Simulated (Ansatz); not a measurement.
# CH₃BCl₂Se: basis-set convergence

The task here is to estimate one member of a computed series from the others.

Program: Ansatz 0.2.0, Gaussian basis. Level of theory: one geometry, several basis sets. These are calculated values, not measurements.

Plan: PBE0-D4/def2-SVP; ωB97M-V/def2-SVP; PBE0-D4/def2-QZVPP; ωB97M-V/def2-QZVPP; the functionals' def2-TZVPP values are taken from earlier runs.

## The relaxed structure

The geometry comes from an earlier relaxation with PBE0-D4 in a triple-zeta def2 set; it is a stationary point, not always the lowest conformer.

SMILES `C[Se]B(Cl)Cl`, 8 atoms, charge 0, spin multiplicity 1.

Atoms are counted from 1 here; the program's logs count them from 0.

Bond lengths: C1–Se2 1.948 Å, C1–H6 1.087 Å, C1–H7 1.088 Å, C1–H8 1.087 Å, Se2–B3 1.916 Å, B3–Cl4 1.748 Å, B3–Cl5 1.748 Å. Angles: Se2–C1–H6 109.8°, Se2–C1–H7 106.3°, Se2–C1–H8 109.8°, H6–C1–H7 110.1°, H6–C1–H8 110.5°, H7–C1–H8 110.1°, C1–Se2–B3 101.1°, Se2–B3–Cl4 122.9°, Se2–B3–Cl5 117.6°, Cl4–B3–Cl5 119.5°.

Set-up of the first run:

The input, in.yaml:

```yaml
crystal:
  periodic: [false, false, false]
  atoms:
    - {symbol: C, position_ang: [-0.127780, 0.633516, 1.206096]}
    - {symbol: Se, position_ang: [-1.239795, 0.111846, -0.305454]}
    - {symbol: B, position_ang: [0.052465, -0.735993, -1.437512]}
    - {symbol: Cl, position_ang: [1.740623, -0.882797, -1.006966]}
    - {symbol: Cl, position_ang: [-0.507197, -1.382924, -2.962423]}
    - {symbol: H, position_ang: [0.313948, -0.249385, 1.661127]}
    - {symbol: H, position_ang: [-0.788071, 1.129729, 1.914957]}
    - {symbol: H, position_ang: [0.647908, 1.319009, 0.874275]}
basis:
  gaussian: {orbitals: def2-SVP}
hamiltonian: {xc: pbe0, dispersion: d4}
output: {orbitals: {seedname: orbitals}}
```

Run with:

```
$ ansatz run in.yaml --threads 4 --pin off --events-out ev --progress --plain --max-ram 10444MiB
```

Steps of the session up to this table: PBE0-D4 in def2-SVP; ωB97M-V in def2-SVP; PBE0-D4 in def2-QZVPP; ωB97M-V in def2-QZVPP.

One table of the session follows, with a row left open; its other results are not shown here.

It belongs to the step «Density functionals: the series». 

| functional | basis | HOMO (eV) |
| --- | --- | --- |
| PBE0-D4 | def2-SVP | -7.22 |
| PBE0-D4 | def2-TZVPP | ? |
| PBE0-D4 | def2-QZVPP | -7.34 |
| ωB97M-V | def2-SVP | -9.28 |
| ωB97M-V | def2-TZVPP | -9.41 |
| ωB97M-V | def2-QZVPP | -9.44 |

**Question.** Estimate the row for PBE0-D4, def2-TZVPP.

As computed: HOMO (eV): -7.32. In the column «HOMO (eV)» it lies between PBE0-D4, def2-QZVPP (-7.34) and PBE0-D4, def2-SVP (-7.22).
